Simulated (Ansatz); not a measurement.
# Cu3O2 (I4/mmm) in Ansatz: notebook

Runs on Cu3O2. Level: PBEsol. Tasks: relaxation of cell and atoms.

Program: Ansatz 0.2.0. These are calculated values, not measurements. Logs are shortened: lines on timing, memory, paths and dates and some standing lists are left out, and cuts for length are marked.

## 1. The crystal as given

The structure is tetragonal, space group I4/mmm (No. 139). Conventional cell: a = 4.046 Å, b = 4.046 Å, c = 7.347 Å, α = 90.00°, β = 90.00°, γ = 90.00°. Cu (site symmetry 4/mmm) has 4 O at 2.02 Å as nearest neighbours. Cu (site symmetry -4m2) is surrounded by 2 O at 1.84 Å. O (site symmetry mmm) has 4 Cu at 1.84 to 2.02 Å as nearest neighbours.

The cell comes from a database or a generator and needn't be the stable form of this composition.

## 2. Relaxation of cell and atoms, PBEsol, target pressure 5 GPa, at which the enthalpy is minimised

The input, input.yaml:

```yaml
crystal:
  lattice:
    - [-2.022982, 2.022982, 3.673617]
    - [2.022982, -2.022982, 3.673617]
    - [2.022982, 2.022982, -3.673617]
  atoms:
    - { symbol: Cu, position: [0.0, 0.0, 0.0] }
    - { symbol: Cu, position: [0.75, 0.25, 0.5] }
    - { symbol: Cu, position: [0.25, 0.75, 0.5] }
    - { symbol: O, position: [0.5, 0.0, 0.5] }
    - { symbol: O, position: [0.0, 0.5, 0.5] }
hamiltonian:
  xc: pbesol
  pseudopotentials: { kind: paw }
kpoints:
  mp_grid: { grid: [9, 9, 9] }
scf:
  occupations: { method: fermi_dirac, width: 0.05 }
output:
  forces: true
  stress: true
  eigenvalues: true
relax:
  f_tol: 0.01
  max_steps: 40
  cell: { stress_tol: 0.05, p_target: 5.0 }
```

Potentials or basis: Ansatz PAW.

Command:

```bash
$ ansatz run input.yaml --threads 2 --pin off --max-ram 5632MiB --backend cpu --events-out ev --progress --plain --runs-dir out
```

Standard output:

```text
Warning: RAYON_NUM_THREADS=2 ignored (pool sized by the plan → 2); use --threads N
Engine: ansatz 0.2.0, x86_64-unknown-linux-gnu
Pseudopotentials: kind: paw
Pseudopotential: Cu, paw, valence charge 19, recommended cutoff 420 eV (normal), Cu.paw.azcp
Pseudopotential: O, paw, valence charge 6, recommended cutoff 420 eV (normal), O.paw.azcp
Functional definition: PBEsol
  exchange = pbesol_x
  correlation = pbesol_c
Crystal: 5 atoms, lattice volume = 60.136 Å³
Basis set: ecut = 420 eV, 1209 PW (Γ), exchange–correlation on 64×64×64 points (8 copies of the dense FFT grid, shifted against one another)
Bands: 42, of which v1, the nominal top of the filled ones, is band 35 counted from 1 (34 counted from 0)
Symmetry: 16 space group operations
Space group: I4/mmm (ITA 139), of the structure as read, at distance tolerance 3.9e-5 Å
k-points: 75 of 729
Non-local potential: Cu, projectors of the file, l = 0: 3, l = 1: 2, l = 2: 3, l = 3: 1
Non-local potential: O, projectors of the file, l = 0: 2, l = 1: 2, l = 2: 1
PAW form: soft (Blöchl's): semilocal exchange-correlation on the pseudo side does not see the compensation charge
PAW frozen core: Cu, regenerated for the run's functional, and the local potential with it (the file was generated under x = pbe(κ = 0.804, μ = 0.2195149727645171), c = pbe(β = 0.06672455060314922))
PAW frozen core: O, regenerated for the run's functional, and the local potential with it (the file was generated under x = pbe(κ = 0.804, μ = 0.2195149727645171), c = pbe(β = 0.06672455060314922))
PAW one-centre angular grid: Cu, 590 points (default); XC on 64 Gauss nodes
PAW one-centre angular grid: O, 110 points (default); XC on 64 Gauss nodes
Initial density: superposition of atomic densities (neutral atoms: chi_scale 0, normalization atom), corrected by the library's trained network
Initial wavefunctions: pseudopotential atomic-orbital guess
Functional: x = pbesol(κ = 0.804, μ = 0.12345679012345678), c = pbesol(β = 0.046)
SCF iter   1: F=—  HF=-20884.510363 eV  |F-HF|=—  |Δ(HF+E_count)|=         —  Δρ=1.98e-2  dr2=1.44e-1  ethr=1.77e-3  ⟨swp⟩=6.0  Hψ=11891  notcnv=0  defer=8
preconditioner: auto → LDOS  [metal: Δε(μ)=0.018 eV  Ē_g=10.768 eV  σ=0.050 eV  W_gap=0.09  n_scr=22 (ndim 8)  ℏωp=32.1 eV  f_vac=0.087  D(μ)=2.01/eV (n_scr^D=14)  β→1.0]
SCF iter   2: F=—  HF=-20884.667589 eV  |F-HF|=—  |Δ(HF+E_count)|=   1.57e-1  Δρ=4.39e-2  dr2=6.61e-1  ethr=2.09e-4  ⟨swp⟩=3.0  Hψ=7050  notcnv=0  defer=154  recentre
SCF iter   3: F=—  HF=-20884.475226 eV  |F-HF|=—  |Δ(HF+E_count)|=   1.92e-1  Δρ=4.78e-3  dr2=8.12e-3  ethr=2.09e-4  ⟨swp⟩=3.0  Hψ=6184  notcnv=0  defer=154
SCF iter   4: F=—  HF=-20884.473304 eV  |F-HF|=—  |Δ(HF+E_count)|=   1.92e-3  Δρ=5.07e-4  dr2=7.02e-5  ethr=1.18e-5  ⟨swp⟩=2.0  Hψ=4987  notcnv=0  defer=153
SCF iter   5: F=—  HF=-20884.473306 eV  |F-HF|=—  |Δ(HF+E_count)|=   1.83e-6  Δρ=3.19e-4  dr2=3.94e-5  ethr=1.02e-7  ⟨swp⟩=2.0  Hψ=5207  notcnv=0  defer=153
SCF iter   6: F=—  HF=-20884.473304 eV  |F-HF|=—  |Δ(HF+E_count)|=   2.07e-6  Δρ=1.17e-4  dr2=5.81e-6  ethr=5.71e-8  ⟨swp⟩=1.1  Hψ=3002  notcnv=0  defer=153
SCF iter   7: F=—  HF=-20884.473303 eV  |F-HF|=—  |Δ(HF+E_count)|=   9.25e-7  Δρ=3.20e-5  dr2=4.35e-7  ethr=8.42e-9  ⟨swp⟩=2.3  Hψ=4023  notcnv=0  defer=153
SCF iter   8: F=-20884.473303 eV  HF=-20884.473303 eV  |F-HF|=2.26e-9  |Δ(HF+E_count)|=   3.98e-8  Δρ=2.69e-6  dr2=2.45e-9  ethr=1.45e-10  ⟨swp⟩=8.1  Hψ=11907  notcnv=0
SCF 1 converged in 8 iterations: F = -20884.473303 eV  dr2 = 2.45e-9
relax step   1: F+E_penalty+E_count = -20884.47330330 eV  Δ(F+E_penalty+E_count) = +0.000e0 eV  max|allowed force component| = 5.898e-18 eV/Å  Δτ_max = 0.0000 Å  P = -6.215 GPa  Ω = 60.136 Å³  (8 SCF iters, dr2 threshold 1.00e-7 eV, accepted)
Crystal: 5 atoms, lattice volume = 57.520 Å³
Basis set: ecut = 420 eV, 1113 PW (Γ), exchange–correlation on 64×64×64 points (8 copies of the dense FFT grid, shifted against one another)
Initial density: handed on by an earlier stage of this run
Initial wavefunctions: those handed on with the density
iter 1 solved again at ethr=8.12e-5 eV; its pass at ethr=3.10e-3 eV (dr2=5.60e-2 eV) is discarded
SCF iter   1: F=—  HF=-20884.544564 eV  |F-HF|=—  |Δ(HF+E_count)|=         —  Δρ=1.20e-2  dr2=5.64e-2  ethr=8.12e-5  ⟨swp⟩=1.9  Hψ=13284  notcnv=0
preconditioner: auto → LDOS  [metal: Δε(μ)=0.039 eV  Ē_g=11.118 eV  σ=0.050 eV  W_gap=0.19  n_scr=14 (ndim 8)  ℏωp=32.8 eV  f_vac=0.078  D(μ)=1.89/eV (n_scr^D=14)  β→1.0]
[... 61 lines left out ...]
iter 1 solved again at ethr=6.74e-8 eV; its pass at ethr=3.10e-3 eV (dr2=4.65e-5 eV) is discarded
SCF iter   1: F=—  HF=-20884.496964 eV  |F-HF|=—  |Δ(HF+E_count)|=         —  Δρ=1.89e-5  dr2=5.41e-8  ethr=6.74e-8  ⟨swp⟩=3.2  Hψ=19355  notcnv=0
preconditioner: auto → LDOS  [metal: Δε(μ)=0.041 eV  Ē_g=11.482 eV  σ=0.050 eV  W_gap=0.20  n_scr=14 (ndim 8)  ℏωp=33.6 eV  f_vac=0.071  D(μ)=1.76/eV (n_scr^D=14)  β→1.0]
SCF iter   2: F=—  HF=-20884.496963 eV  |F-HF|=—  |Δ(HF+E_count)|=   1.86e-6  Δρ=1.61e-5  dr2=7.87e-8  ethr=7.84e-11  ⟨swp⟩=2.3  Hψ=5872  notcnv=0
SCF iter   3: F=—  HF=-20884.496963 eV  |F-HF|=—  |Δ(HF+E_count)|=   7.94e-9  Δρ=1.03e-5  dr2=3.47e-8  ethr=7.84e-11  ⟨swp⟩=2.0  Hψ=5669  notcnv=0
SCF iter   4: F=—  HF=-20884.496963 eV  |F-HF|=—  |Δ(HF+E_count)|=   1.03e-8  Δρ=1.52e-6  dr2=9.77e-10  ethr=5.02e-11  ⟨swp⟩=2.0  Hψ=4470  notcnv=0
SCF iter   5: F=—  HF=-20884.496963 eV  |F-HF|=—  |Δ(HF+E_count)|=  1.13e-10  Δρ=1.20e-6  dr2=5.04e-10  ethr=1.42e-12  ⟨swp⟩=2.0  Hψ=4607  notcnv=0
SCF iter   6: F=-20884.496963 eV  HF=-20884.496963 eV  |F-HF|=4.73e-11  |Δ(HF+E_count)|=  7.28e-11  Δρ=3.58e-7  dr2=4.66e-11  ethr=1.00e-12  ⟨swp⟩=3.1  Hψ=12683  notcnv=0
SCF 7 converged in 6 iterations: F = -20884.496963 eV  dr2 = 4.66e-11
relax step   7: F+E_penalty+E_count = -20884.49696262 eV  Δ(F+E_penalty+E_count) = +3.626e-4 eV  max|allowed force component| = 1.735e-18 eV/Å  Δτ_max = 0.0000 Å  P = +4.989 GPa  Ω = 55.047 Å³  stress off target by 2.18e-2 GPa  SCF on the basis re-selected at this cell (its energy is not comparable with the rows above)  (6 SCF iters)
basis re-selected at this cell: Δ(F+E_penalty+E_count) = +3.626e-4 eV, ΔP = -0.008 GPa vs the last step (what re-selecting the basis moved, of the pressure what is left beyond the Pulay correction that the steps carried, after the strain that the cell walked since its last selection, with what the two solves' SCF thresholds leave and, on support functions, any second-order correction that the steps lacked; it is no measure of the basis error at this ecutwfc). This SCF's stress stands 2.18e-2 GPa from its target on what of the cell is left free (relax.cell.stress_tol is 5.00e-2 GPa) and its largest allowed force component is 1.73e-18 eV/Å (relax.f_tol is 1.00e-2 eV/Å): within both
SCF converged after 6 iterations
Free energy (F): -20884.496963 eV
Harris-Foulkes:  -20884.496963 eV  (|F-HF|=4.73e-11)
Internal energy: -20884.482336 eV  (E = F + TS)
E sigma→0 (E₀):  -20884.489649 eV
Entropy (-TS):   -0.014626 eV (-2.925 meV/atom)
Fermi energy:    12.028148 eV
--- Per-component energies (eV) ---
  E_band       = -1309.655982
  E_kinetic    = 1245.406353
  E_local      = -14759.659981  (includes V_loc(G=0)·N_el)
  E_nonlocal   = 1278.562349
  E_hartree    = 6437.483404
  E_xc         = -409.611558
  E_vxc        = -529.061259  (∫ρ·V_xc dr)
  E_paw        = -5184.460015  (= ΣΔE_a)
  E_vpaw       = -1419.876861  (= ΣTr[D̂ρ^β])
  E_aug_tail   = 0.005712  (compensation charges beyond the density's cutoff)
  E_ewald      = -9492.897783
  E_core_change = 0.689182  (= ΣΔE_core)
  E_smearing   = -0.014626  (= −TS)
  E_closure    = 0.000000  (closes the sum)
  Σ components = -20884.496963   (vs F -20884.496963, Δ=0.00e0)
--- Forces (eV/Å), atoms counted from 1 ---
  atom   1  Cu     0.00000000     0.00000000     0.00000000
  atom   2  Cu     0.00000000     0.00000000     0.00000000
  atom   3  Cu    -0.00000000     0.00000000     0.00000000
  atom   4  O     -0.00000000     0.00000000     0.00000000
  atom   5  O      0.00000000     0.00000000     0.00000000
  max |Σ_I F_I| component: 3.47e-18 eV/Å
--- Stress (GPa, compression-positive) ---
        4.994154       0.000000       0.000000
        0.000000       4.994154       0.000000
       -0.000000       0.000000       4.978173
  P = ⅓ Tr σ = 4.9888 GPa (49.888 kbar)
--- Band table (eV; the first three rows and the last of 75) ---
  k-point 0: bands = ["-100.4894", "-100.0783", "-100.0754", "-58.0368", "-58.0368", "-57.9913", "-57.8171", "-57.8165", "-57.5238", "-57.5238", "-57.5030", "-57.5030", "-7.7509", "-6.2325", "4.9355", "5.8191", "5.8191", "6.4383", "6.7382", "8.5119", "8.6417", "8.6417", "8.7479", "9.4423", "9.4423", "9.4890", "9.5250", "9.7001", "9.9543", "9.9543", "10.2598", "10.4735", "11.0444", "11.0444", "12.4773", "12.5519", "17.1633", "17.1633", "19.2906", "19.4567", "22.9392", "23.2476"]
  k-point 1: bands = ["-100.4894", "-100.0781", "-100.0756", "-58.0370", "-58.0368", "-57.9910", "-57.8172", "-57.8165", "-57.5239", "-57.5212", "-57.5057", "-57.5028", "-7.6691", "-6.2717", "4.8481", "5.5928", "5.8492", "6.4431", "6.8437", "8.2239", "8.6620", "8.6964", "8.8271", "8.9828", "9.0311", "9.5489", "9.9059", "9.9281", "9.9322", "10.0179", "10.3768", "10.5902", "11.0950", "11.1507", "12.2845", "12.7398", "16.0635", "17.6555", "19.6557", "20.5637", "23.3619", "23.4533"]
  k-point 2: bands = ["-100.4894", "-100.0777", "-100.0760", "-58.0376", "-58.0367", "-57.9905", "-57.8174", "-57.8164", "-57.5242", "-57.5146", "-57.5124", "-57.5024", "-7.4524", "-6.3683", "4.6328", "5.0484", "5.8546", "6.4604", "6.7721", "7.8095", "8.6609", "8.7960", "8.8200", "8.9796", "9.0438", "9.6656", "9.7642", "9.8965", "9.9482", "10.1643", "10.1885", "11.0927", "11.2189", "11.7822", "12.0100", "13.1899", "14.5010", "18.6443", "20.4810", "21.5990", "21.7529", "24.2864"]
  k-point 74: bands = ["-100.4893", "-100.0783", "-100.0754", "-58.0371", "-58.0370", "-57.9886", "-57.8200", "-57.8162", "-57.5228", "-57.5228", "-57.5038", "-57.5038", "-7.2708", "-6.6584", "3.6352", "6.1339", "6.3899", "7.5504", "7.6277", "8.1032", "8.1134", "8.2158", "8.2791", "8.4725", "8.9271", "9.3055", "9.6199", "9.8032", "10.0136", "10.0725", "10.1908", "10.4149", "10.6959", "11.6050", "11.6286", "15.8810", "16.7116", "17.6773", "18.5389", "19.8653", "22.9401", "25.2245"]
--- Relaxed structure (5 steps of the walk, 5 accepted, 2 SCFs on fresh bases) ---
  F+E_penalty+E_count = -20884.49696262 eV   max|allowed force component| = 1.735e-18 eV/Å   (the final SCF, on the basis selected at the relaxed cell)
  cell:  # Å, volume = 55.0468 Å³
    - [-1.949568606367288, 1.949568606367288, 3.6207204491935956]
    - [1.949568606367288, -1.949568606367288, 3.6207204491935956]
    - [1.949568606367288, 1.949568606367288, -3.6207204491935956]
  atoms:
    - { symbol: Cu, position: [5.316975600625734e-36, 1.171339524936791e-35, 6.545173594061761e-36] }
    - { symbol: Cu, position: [0.7500000000000001, 0.25, 0.5000000000000001] }
    - { symbol: Cu, position: [0.25, 0.7500000000000001, 0.5000000000000001] }
    - { symbol: O, position: [0.5000000000000001, 3.1796019501849336e-35, 0.5000000000000001] }
    - { symbol: O, position: [4.5652476617865563e-35, 0.5000000000000001, 0.5000000000000001] }
```

It took 12 s on 2 threads of AMD EPYC 9R45 (Zen 5), shared host; peak memory 0.53 GiB.

What came out:

- Free energy: -20884.4970 eV
- Relaxed volume: 11.01 Å³/atom
- Relaxed cell: a = 4.551 Å, b = 4.551 Å, c = 4.551 Å, α = 129.27°, β = 129.27°, γ = 74.58°
- Space group after relaxing (to 0.05 Å): I4/mmm (No. 139)
- Energy change on relaxing (the enthalpy is what falls): -4.7 meV/atom
- Ionic steps: 7
- Pressure after relaxing: 5.0 GPa
- Band gap on the k mesh: none (metal or under the smearing width)

The path:
| step | energy change (eV) | largest force (eV/Å) | volume (Å³) |
| --- | --- | --- | --- |
| 1 | 0.0000 | 0.0000 | 60.14 |
| 2 | -0.0616 | 0.0000 | 57.52 |
| 3 | -0.0258 | 0.0000 | 54.75 |
| 4 | -0.0387 | 0.0000 | 55.17 |
| 5 | -0.0272 | 0.0000 | 55.17 |
| 6 | -0.0240 | 0.0000 | 55.05 |
| 7 | -0.0237 | 0.0000 | 55.05 |

Final structure:
```yaml
crystal:
  lattice:
    - [-1.94957, 1.94957, 3.62072]
    - [1.94957, -1.94957, 3.62072]
    - [1.94957, 1.94957, -3.62072]
  atoms:
    - { symbol: Cu, position: [0.00000, 0.00000, 0.00000] }
    - { symbol: Cu, position: [0.75000, 0.25000, 0.50000] }
    - { symbol: Cu, position: [0.25000, 0.75000, 0.50000] }
    - { symbol: O, position: [0.50000, 0.00000, 0.50000] }
    - { symbol: O, position: [0.00000, 0.50000, 0.50000] }
```

Levels at points of the mesh, in eV from the Fermi level:
```
           k point  band 31  band 32  band 33  band 34  band 35  band 36  band 37  band 38  band 39  band 40
(0.00, 0.00, 0.00)    -1.77    -1.55    -0.98    -0.98     0.45     0.52     5.14     5.14     7.26     7.43
```

Caveat: the plane-wave basis is chosen anew once the cell has moved, so the energies of steps on either side of that aren't comparable; the pressure holds a Pulay correction of +0.5 GPa for the finite cutoff; an odd number of electrons without spin polarisation forces a metal; a magnetic or distorted state may lie lower; the run has no spin polarisation, though such a crystal can be magnetic; semilocal functionals often make such compounds metallic where correlation or magnetic order opens a gap, which also shifts bond lengths; the PAW data sets come from PBE, with cores solved anew for the run's functional, which leaves a small shift of forces and pressure.

[end of part 1 of 2]
